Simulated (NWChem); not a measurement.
# C2H8B2 (SMILES BC(B)C) at 3 levels

Aim: a comparison of 3 runs (HF/def2-SVP, PBE0/def2-SVP, B3LYP/cc-pVDZ) of C2H8B2. 

The results are computed with NWChem 7.3.0.

## 1. The molecule

C2H8B2: 12 atoms, total charge 0, spin state singlet. SMILES: `BC(B)C`. The shape is that of a PBE0-D4/def2-TZVP optimisation.

Bond lengths: B1–C2 1.549 Å, C2–B3 1.549 Å, C2–C4 1.523 Å, B1–H5 1.199 Å, B1–H6 1.197 Å, C2–H7 1.113 Å, B3–H8 1.197 Å, B3–H9 1.199 Å, C4–H10 1.093 Å, C4–H11 1.093 Å, C4–H12 1.092 Å. Some angles: B1–C2–B3 106.4°, B1–C2–C4 117.9°, B3–C2–C4 117.9°, B1–C2–H7 98.9°, B3–C2–H7 98.9°, C4–C2–H7 113.6°, C2–B1–H5 120.5°, C2–B1–H6 120.4°, C2–B3–H8 120.3°, C2–B3–H9 120.5°.

## 2. Energy and gradient at HF/def2-SVP (run 1)

Contents of run.py:

```python
from ase import Atoms
from ase.calculators.nwchem import NWChem

molecule = Atoms(['B', 'C', 'B', 'C', 'H', 'H', 'H', 'H', 'H', 'H', 'H', 'H'], positions=[
    [-1.092200, 1.030000, -0.223800],
    [0.185900, 0.219000, 0.105200],
    [-0.098200, -0.526600, 1.433000],
    [0.845000, -0.561800, -1.023800],
    [-1.654400, 0.882500, -1.272500],
    [-1.532900, 1.811500, 0.567900],
    [0.817200, 1.045200, 0.502600],
    [-0.428000, 0.081700, 2.409300],
    [0.006700, -1.719300, 1.496700],
    [1.069800, 0.073300, -1.884000],
    [1.777200, -1.034300, -0.705000],
    [0.180900, -1.356300, -1.371600],
])

calc = NWChem(
    label='c2h8b2',
    theory='scf',
    memory='2200 mb',
    basis='def2-SVP',
    basispar='spherical bse',
    scf={'nopen': '0', 'rhf': None, 'thresh': '1e-08', 'maxiter': '80', 'print': 'low'},
)
molecule.calc = calc

forces = molecule.get_forces()
print("Total energy (eV):", round(molecule.get_potential_energy(), 6))
print("forces (eV/A):")
for s, f in zip(molecule.symbols, forces):
    print(f"{s:2s} {f[0]:10.5f} {f[1]:10.5f} {f[2]:10.5f}")
```

On the command line:

```console
$ export ASE_NWCHEM_COMMAND="nwchem PREFIX.nwi > PREFIX.nwo"
$ python run.py
```

Output:

```text
Total energy (eV): -3527.401356
forces (eV/A):
B    -0.34797    0.17849   -0.31697
C     0.35846    0.43848    0.19916
B     0.02232   -0.39986    0.30169
C     0.05692   -0.10871   -0.13447
H    -0.10932    0.05199   -0.08762
H    -0.06875    0.07302    0.05019
H     0.09148   -0.12753   -0.17463
H    -0.03605    0.02149    0.10187
H    -0.00113   -0.11714    0.09266
H     0.01656   -0.02689    0.01671
H    -0.01167    0.01733   -0.02977
H     0.02921   -0.00072   -0.01882
```

The calculator wrote c2h8b2.nwi:

```
title "c2h8b2"

permanent_dir c2h8b2

scratch_dir c2h8b2

start c2h8b2

geometry units angstrom nocenter noautosym noautoz
  B  -1.0922000000000001e+00 1.0300000000000000e+00 -2.2380000000000000e-01
  C  1.8590000000000001e-01 2.1900000000000000e-01 1.0520000000000000e-01
  B  -9.8199999999999996e-02 -5.2659999999999996e-01 1.4330000000000001e+00
  C  8.4499999999999997e-01 -5.6179999999999997e-01 -1.0238000000000000e+00
  H  -1.6544000000000001e+00 8.8249999999999995e-01 -1.2725000000000000e+00
  H  -1.5328999999999999e+00 1.8115000000000001e+00 5.6789999999999996e-01
  H  8.1720000000000004e-01 1.0451999999999999e+00 5.0260000000000005e-01
  H  -4.2799999999999999e-01 8.1699999999999995e-02 2.4093000000000000e+00
  H  6.7000000000000002e-03 -1.7193000000000001e+00 1.4966999999999999e+00
  H  1.0698000000000001e+00 7.3300000000000004e-02 -1.8839999999999999e+00
  H  1.7771999999999999e+00 -1.0343000000000000e+00 -7.0499999999999996e-01
  H  1.8090000000000001e-01 -1.3563000000000001e+00 -1.3715999999999999e+00
end

memory 2200 mb

basis spherical bse noprint
   * library def2-SVP
end

scf
  nopen 0
  rhf
  thresh 1e-08
  maxiter 80
  print low
end

task scf gradient
```

c2h8b2.nwo:

```text
Northwest Computational Chemistry Package (NWChem) 7.3.0
             --------------------------------------------------------

           Job information
           ---------------

    nwchem branch   = 7.3.0
    use scalapack   = T
    input           = c2h8b2.nwi
    prefix          = c2h8b2.
    data base       = c2h8b2/c2h8b2.db
    status          = startup
    nproc           =        1

           Memory information
           ------------------

    heap     =     72089596 doubles =      550.0 Mbytes
    stack    =     72089601 doubles =      550.0 Mbytes
    global   =    144179200 doubles =     1100.0 Mbytes (distinct from heap & stack)
    total    =    288358397 doubles =     2200.0 Mbytes
    verify   = yes
    hardfail = no

[... 37 lines left out ...]
            Nuclear Dipole moment (a.u.)
[... 77 lines left out ...]
       Final RHF  results
       ------------------

         Total SCF energy =   -129.629609926438
      One-electron energy =   -374.527364162891
      Two-electron energy =    142.862431220310
 Nuclear repulsion energy =    102.035323016143

        Time for solution =      6.8s

                              NWChem Gradients Module
                              -----------------------

                         RHF ENERGY GRADIENTS

    atom               coordinates                        gradient
                 x          y          z           x          y          z
   1 B      -2.063959   1.946418  -0.422921    0.006767  -0.003471   0.006164
   2 C       0.351300   0.413850   0.198799   -0.006971  -0.008527  -0.003873
   3 B      -0.185571  -0.995130   2.707977   -0.000434   0.007776  -0.005867
[... 8 lines of this table left out ...]
  12 H       0.341851  -2.563035  -2.591948   -0.000568   0.000014   0.000366

 Task  times  cpu:        8.1s     wall:        8.1s
 Total times  cpu:        8.1s     wall:        8.1s
```

It took 9 s on 1 thread of AMD EPYC 9R45 (Zen 5), shared host; peak memory 0.1 GiB.

## 3. Energy and forces at PBE0/def2-SVP (run 2)

Contents of run.py:

```python
from ase import Atoms
from ase.calculators.nwchem import NWChem

system = Atoms(['B', 'C', 'B', 'C', 'H', 'H', 'H', 'H', 'H', 'H', 'H', 'H'], positions=[
    [-1.092200, 1.030000, -0.223800],
    [0.185900, 0.219000, 0.105200],
    [-0.098200, -0.526600, 1.433000],
    [0.845000, -0.561800, -1.023800],
    [-1.654400, 0.882500, -1.272500],
    [-1.532900, 1.811500, 0.567900],
    [0.817200, 1.045200, 0.502600],
    [-0.428000, 0.081700, 2.409300],
    [0.006700, -1.719300, 1.496700],
    [1.069800, 0.073300, -1.884000],
    [1.777200, -1.034300, -0.705000],
    [0.180900, -1.356300, -1.371600],
])

calc = NWChem(
    label='calc',
    theory='dft',
    memory='2200 mb',
    basis='def2-SVP',
    basispar='spherical bse',
    dft={'xc': 'pbe0', 'mult': '1', 'grid': 'fine', 'convergence': 'energy 1e-08', 'iterations': '100', 'mulliken': None, 'print': 'low'},
)
system.calc = calc

forces = system.get_forces()
print(f"energy = {system.get_potential_energy():.6f} eV")
print("forces (eV/A):")
for s, f in zip(system.symbols, forces):
    print(f"{s:2s} {f[0]:10.5f} {f[1]:10.5f} {f[2]:10.5f}")
```

On the command line:

```console
$ export ASE_NWCHEM_COMMAND="nwchem PREFIX.nwi > PREFIX.nwo"
$ python run.py
```

Output:

```text
energy = -3548.448199 eV
forces (eV/A):
B     0.13293   -0.08166    0.07801
C     0.06603   -0.15838   -0.18630
B     0.00679    0.11719   -0.13077
C    -0.09343    0.13570    0.18517
H    -0.15087   -0.03502   -0.26750
H    -0.12784    0.21752    0.19792
H     0.07852    0.16414    0.10711
H    -0.08264    0.14640    0.27048
H     0.02309   -0.30730    0.02247
H     0.06597    0.14707   -0.23294
H     0.24287   -0.13005    0.06248
H    -0.16141   -0.21561   -0.10619
```

The calculator wrote calc.nwi:

```
title "calc"

permanent_dir calc

scratch_dir calc

start calc

geometry units angstrom nocenter noautosym noautoz
  B  -1.0922000000000001e+00 1.0300000000000000e+00 -2.2380000000000000e-01
  C  1.8590000000000001e-01 2.1900000000000000e-01 1.0520000000000000e-01
  B  -9.8199999999999996e-02 -5.2659999999999996e-01 1.4330000000000001e+00
  C  8.4499999999999997e-01 -5.6179999999999997e-01 -1.0238000000000000e+00
  H  -1.6544000000000001e+00 8.8249999999999995e-01 -1.2725000000000000e+00
  H  -1.5328999999999999e+00 1.8115000000000001e+00 5.6789999999999996e-01
  H  8.1720000000000004e-01 1.0451999999999999e+00 5.0260000000000005e-01
  H  -4.2799999999999999e-01 8.1699999999999995e-02 2.4093000000000000e+00
  H  6.7000000000000002e-03 -1.7193000000000001e+00 1.4966999999999999e+00
  H  1.0698000000000001e+00 7.3300000000000004e-02 -1.8839999999999999e+00
  H  1.7771999999999999e+00 -1.0343000000000000e+00 -7.0499999999999996e-01
  H  1.8090000000000001e-01 -1.3563000000000001e+00 -1.3715999999999999e+00
end

memory 2200 mb

basis spherical bse noprint
   * library def2-SVP
end

dft
  xc pbe0
  mult 1
  grid fine
  convergence energy 1e-08
  iterations 100
  mulliken
  print low
end

task dft gradient
```

calc.nwo:

```text
Northwest Computational Chemistry Package (NWChem) 7.3.0
             --------------------------------------------------------

           Job information
           ---------------

    nwchem branch   = 7.3.0
    use scalapack   = T
    input           = calc.nwi
    prefix          = calc.
    data base       = calc/calc.db
    status          = startup
    nproc           =        1

           Memory information
           ------------------

    heap     =     72089596 doubles =      550.0 Mbytes
    stack    =     72089601 doubles =      550.0 Mbytes
    global   =    144179200 doubles =     1100.0 Mbytes (distinct from heap & stack)
    total    =    288358397 doubles =     2200.0 Mbytes
    verify   = yes
    hardfail = no

[... 37 lines left out ...]
            Nuclear Dipole moment (a.u.)
[... 81 lines left out ...]
   convergence    iter        energy       DeltaE   RMS-Dens  Diis-err    time
[... 7 lines left out ...]
         Total DFT energy =     -130.403067168228
      One electron energy =     -374.874118604563
           Coulomb energy =      164.168520999121
    Exchange-Corr. energy =      -21.732792578929
 Nuclear repulsion energy =      102.035323016143
[... 21 lines left out ...]
    Atom       Charge   Shell Charges
 -----------   ------   -------------------------------------------------------
    1 B    5     4.95   1.97  0.56  0.27  1.36  0.67  0.12
    2 C    6     6.16   1.96  0.57  0.30  1.95  1.30  0.07
    3 B    5     4.95   1.97  0.56  0.27  1.36  0.67  0.12
[... 8 lines of this table left out ...]
   12 H    1     0.96   0.64  0.26  0.07

                         DFT ENERGY GRADIENTS

    atom               coordinates                        gradient
                 x          y          z           x          y          z
   1 B      -2.063959   1.946418  -0.422921   -0.002585   0.001588  -0.001517
   2 C       0.351300   0.413850   0.198799   -0.001284   0.003080   0.003623
   3 B      -0.185571  -0.995130   2.707977   -0.000132  -0.002279   0.002543
[... 8 lines of this table left out ...]
  12 H       0.341851  -2.563035  -2.591948    0.003139   0.004193   0.002065

 Task  times  cpu:       11.4s     wall:       11.4s
 Total times  cpu:       11.4s     wall:       11.4s
```

It took 12 s on 1 thread of AMD EPYC 9R45 (Zen 5), shared host; peak memory 0.12 GiB.

## 4. Energy and forces at B3LYP/cc-pVDZ (run 3)

Contents of c2h8b2.nw:

```
START c2h8b2
TITLE "C2H8B2"
memory total 2200 mb
GEOMETRY noautosym nocenter noautoz
  B     -1.092200     1.030000    -0.223800
  C      0.185900     0.219000     0.105200
  B     -0.098200    -0.526600     1.433000
  C      0.845000    -0.561800    -1.023800
  H     -1.654400     0.882500    -1.272500
  H     -1.532900     1.811500     0.567900
  H      0.817200     1.045200     0.502600
  H     -0.428000     0.081700     2.409300
  H      0.006700    -1.719300     1.496700
  H      1.069800     0.073300    -1.884000
  H      1.777200    -1.034300    -0.705000
  H      0.180900    -1.356300    -1.371600
END
BASIS "ao basis" spherical bse
  * library cc-pVDZ
END
DFT
  xc b3lyp
  grid fine
  convergence energy 1e-08
  iterations 100
  mulliken
END
TASK dft gradient
```

On the command line:

```console
$ nwchem c2h8b2.nw > c2h8b2.out
```

Output:

```text
[...]
          Wavefunction type:  closed shell.
          No. of atoms     :    12
          No. of electrons :    30
[...]
          Charge           :     0
          Spin multiplicity:     1
[...]
          AO basis - number of functions:    96
[...]
              XC Information
              --------------
                         B3LYP Method XC Potential
                     Hartree-Fock (Exact) Exchange  0.200
                        Slater Exchange Functional  0.800 local
                    Becke 1988 Exchange Functional  0.720 non-local
              Lee-Yang-Parr Correlation Functional  0.810
                  VWN I RPA Correlation Functional  0.190 local
[...]
 d= 0,ls=0.0,diis     1   -130.6497635338 -2.33D+02  7.09D-03  2.90D-01     2.1
[...]
 d= 0,ls=0.0,diis     8   -130.6919810854 -1.20D-09  1.17D-06  2.75D-08    13.6
         Total DFT energy =     -130.691981085418
      One electron energy =     -375.031896919364
           Coulomb energy =      164.276757547880
    Exchange-Corr. energy =      -21.972164730076
 Nuclear repulsion energy =      102.035323016143
[...]
  wavefunction    = closed shell
                         DFT ENERGY GRADIENTS
    atom               coordinates                        gradient
                 x          y          z           x          y          z
   1 B      -2.063959   1.946418  -0.422921    0.000316  -0.000607   0.000618
   2 C       0.351300   0.413850   0.198799    0.001872   0.000312  -0.000870
   3 B      -0.185571  -0.995130   2.707977   -0.000408   0.000502  -0.000616
   4 C       1.596818  -1.061648  -1.934701   -0.000221  -0.000916  -0.000758
   5 H      -3.126363   1.667683  -2.404676    0.002299   0.000424   0.003887
   6 H      -2.896761   3.423239   1.073175    0.001852  -0.003070  -0.002661
   7 H       1.544284   1.975142   0.949776   -0.003230  -0.003808  -0.001640
   8 H      -0.808803   0.154391   4.552917    0.001124  -0.001924  -0.003822
   9 H       0.012661  -3.249006   2.828353   -0.000307   0.004500  -0.000455
  10 H       2.021629   0.138517  -3.560244   -0.001514  -0.003233   0.005222
  11 H       3.358421  -1.954544  -1.332257   -0.005439   0.002913  -0.001330
[...]
```

Wall time 17 s (1 thread of AMD EPYC 9R45 (Zen 5), shared host); peak memory 0.12 GiB.

## 5. All runs side by side

| run | level | iteration cap | module | energy (Eh) | largest force (eV/Å) | wall time |
| --- | --- | --- | --- | --- | --- | --- |
| 1 | HF/def2-SVP | 80 | scf | -129.629610 | 0.600 | 9 s |
| 2 | PBE0/def2-SVP | 100 | dft | -130.403067 | 0.321 | 12 s |
| 3 | B3LYP/cc-pVDZ | 100 | dft | -130.691981 | 0.339 | 17 s |

## 6. Summary of results

```
                       quantity          value
            run 3: total energy  -130.69198 Eh
           run 3: dipole moment         0.85 D
             run 3: HOMO energy       -8.33 eV
             run 3: LUMO energy       -1.91 eV
           run 3: HOMO–LUMO gap        6.42 eV
run 3: largest force on an atom     0.339 eV/Å
```

Totals of different functionals can't be ranked against each other. All runs together took 39 s, the longest 17 s.
